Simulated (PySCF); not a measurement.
# TeO: bond curves at several levels of theory

One table from this session's results is given with a row withheld; the runs are named, their logs left out.

Program: PySCF 2.14.0. Level of theory: Te def2-TZVPP with ECP28, O def2-TZVPP, scalar-relativistic core potentials. These are calculated values, not measurements.

Set-up of the first run:

The job is set up so:

* atoms: Te, O
* charge: 0
* basis: Te def2-TZVPP with ECP28, O def2-TZVPP
* Hamiltonian: scalar-relativistic core potentials
* basis functions: 81
* electrons treated: 32
* masses in u: 129.9062, 15.9949
* levels: PBE0, PBE, r²SCAN, r²SCANh, M06, revPBE, M06-L, HSE06, HF, MP2, SCS-MP2, CCSD, CCSD(T)
* grid: 80 radial by 434 angular points
* occupations: held fixed by the projection of orbital angular momentum
* dissociation limit: Te + O, each in its ground configuration
* starting distance in angstrom: 1.920
* values of 2S to try: 0, 2, 4

Run with:

```sh
OMP_NUM_THREADS=1 python dia.py task.json out
```

Among the steps run: The job; First curve: PBE0; Other states along the same grid; PBE (GGA); r²SCAN; r²SCANh (hybrid meta-GGA); M06; revPBE; M06-L (meta-GGA); HSE06; ROHF; MP2 and coupled cluster.

One of the session's tables, all rows but one given; the rest of the session is left out.

It belongs to the step «The curves together». Energy (eV) from each level's lowest point:

```
R (Å)   ROHF  ROHF-MP2  ROHF-SCS-MP2  ROHF-CCSD  ROHF-CCSD(T)
1.562  1.443     2.097         2.028        n/a           n/a
1.634  0.506     0.967         0.915      0.805         0.914
1.707      ?         ?             ?          ?             ?
1.762  0.000     0.087         0.072      0.045         0.079
1.816  0.069     0.000         0.000      0.000         0.000
1.871  0.246     0.046         0.056      0.065         0.030
1.943  0.594     0.312         0.316      0.271         0.190
2.034  1.113     0.996         0.947      0.648         0.509
2.143  1.713     2.110         1.960      1.185         0.941
2.288  2.349     3.471         3.205        n/a           n/a
```

Estimate the missing values for R (Å) = 1.707.

Worked estimate for «ROHF». A straight line through the neighbours (1.634, 0.506) and (1.762, 0.000) gives 0.506 + (0.000 − 0.506) × (1.707 − 1.634) / (1.762 − 1.634) = 0.217; a parabola fitted to 4 rows on both sides gives 0.053.

**Answer.** ROHF: 0.080; ROHF-MP2: 0.330; ROHF-SCS-MP2: 0.298; ROHF-CCSD: 0.236; ROHF-CCSD(T): 0.304. In «ROHF» the line misses by +0.137 and the parabola by -0.027.
